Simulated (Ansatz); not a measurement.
# C4H8Sn: a ladder of functionals and wavefunction methods

Aim: compute C4H8Sn with functionals from several rungs and with coupled cluster. The yardstick is the atomisation energy at the CCSD(T) limit.

Computed with Ansatz 0.2.0, Gaussian basis. Level: functionals in def2-TZVPP, the program's frozen cores in correlated methods.

The runs, in order: PBE-D4, r2SCAN-D4, PBE0-D4, B3LYP-D4, ωB97X-V, ωB97M-V, B2PLYP; CCSD(T)/def2-TZVPP; MP2/def2-QZVPP; extrapolation to the limit.

### Step 1. The geometry

All runs share one geometry, relaxed beforehand with PBE0-D4 in a triple-zeta def2 set. Sn takes the def2 core potential; no spin-orbit term is included.

SMILES `C#C[CH](C)[SnH3]`, 13 atoms, charge 0, spin multiplicity 1.

Atoms are counted from 1 here; the program's logs count them from 0.

Bond lengths: C1–C2 1.203 Å, C1–H6 1.064 Å, C2–C3 1.442 Å, C3–C4 1.528 Å, C3–Sn5 2.178 Å, C3–H7 1.095 Å, C4–H8 1.093 Å, C4–H9 1.092 Å, C4–H10 1.092 Å, Sn5–H11 1.712 Å, Sn5–H12 1.706 Å, Sn5–H13 1.705 Å. Angles: C2–C1–H6 179.4°, C1–C2–C3 178.1°, C2–C3–C4 113.2°, C2–C3–Sn5 107.5°, C2–C3–H7 109.2°, C4–C3–Sn5 111.3°, C4–C3–H7 110.0°, Sn5–C3–H7 105.4°, C3–C4–H8 110.7°, C3–C4–H9 110.9°, C3–C4–H10 111.2°, H8–C4–H9 108.1°, H8–C4–H10 107.6°, H9–C4–H10 108.2°, C3–Sn5–H11 108.5°, C3–Sn5–H12 108.0°, C3–Sn5–H13 109.8°, H11–Sn5–H12 109.8° and more.

### Step 2. PBE-D4 (GGA)

The input, in.yaml:

```yaml
crystal:
  periodic: [false, false, false]
  atoms:
    - {symbol: C, position_ang: [-1.026762, 2.309680, -0.555692]}
    - {symbol: C, position_ang: [-0.297275, 1.378028, -0.336730]}
    - {symbol: C, position_ang: [0.537582, 0.234610, -0.065215]}
    - {symbol: C, position_ang: [0.789688, 0.013899, 1.425915]}
    - {symbol: Sn, position_ang: [-0.415097, -1.501843, -0.971524]}
    - {symbol: H, position_ang: [-1.663331, 3.139340, -0.751307]}
    - {symbol: H, position_ang: [1.489912, 0.350625, -0.592047]}
    - {symbol: H, position_ang: [1.281381, 0.884729, 1.867792]}
    - {symbol: H, position_ang: [1.429284, -0.856503, 1.589149]}
    - {symbol: H, position_ang: [-0.146446, -0.144633, 1.965273]}
    - {symbol: H, position_ang: [0.588638, -2.865633, -0.719089]}
    - {symbol: H, position_ang: [-1.917564, -1.740588, -0.200242]}
    - {symbol: H, position_ang: [-0.629710, -1.236410, -2.641581]}
basis:
  gaussian: {orbitals: def2-TZVPP}
hamiltonian: {xc: pbe, dispersion: d4}
output: {forces: true, orbitals: {seedname: orbitals}}
```

Run with:

```bash
ansatz run in.yaml --threads 2 --pin off --events-out ev --progress --plain --max-ram 20480MiB --backend cuda --devices 0, --max-vram 18GiB
```

After this run come: r2SCAN-D4 (meta-GGA); PBE0-D4 (hybrid); B3LYP-D4 (hybrid); ωB97X-V (range-separated); ωB97M-V (range-separated); B2PLYP (double hybrid); CCSD(T) in def2-TZVPP; MP2 in def2-QZVPP.

**Question.** What will the summary of the whole plan be? Wanted: atomisation energy, CCSD(T)/CBS; farthest; mean size of error, hybrid; mean size of error, range-separated; gap, smallest and largest; T1 diagnostic; triples share of the correlation energy.

**Answer**, as computed:

| quantity | value |
| --- | --- |
| atomisation energy, CCSD(T)/CBS | 4783.4 kJ/mol |
| functionals within 47.8 kJ/mol (1.0 %) | r2SCAN-D4, PBE0-D4, B3LYP-D4, ωB97X-V, ωB97M-V |
| farthest | PBE-D4 (+77.3 kJ/mol) |
| mean size of error, hybrid | 10.6 kJ/mol |
| mean size of error, range-separated | 4.6 kJ/mol |
| gap, smallest and largest | 5.09 eV (PBE-D4), 10.97 eV (ωB97X-V) |
| T1 diagnostic | 0.0124 |
| triples share of the correlation energy | 3.9 % |

**Reading.** PBE-D4 misses by +77.3 kJ/mol. Double hybrids carry the basis error of their MP2 part in triple zeta, and no dispersion term here, so their miss is partly the set-up's. The reference freezes the cores and leaves out spin-orbit coupling and excitations past (T), and its outer-core shells are covered unevenly, so misses under about 47.8 kJ/mol can't be ranked. All levels share the lack of spin-orbit coupling, which lowers the free heavy atoms and so the true binding. Hartree-Fock recovers 73 % of the binding; the rest is correlation. The gap grows from 5.1 to 11.0 eV across the functionals, mostly with the share of exact exchange. Correlated methods include outer-core shells of Sn, which these sets cover unevenly.
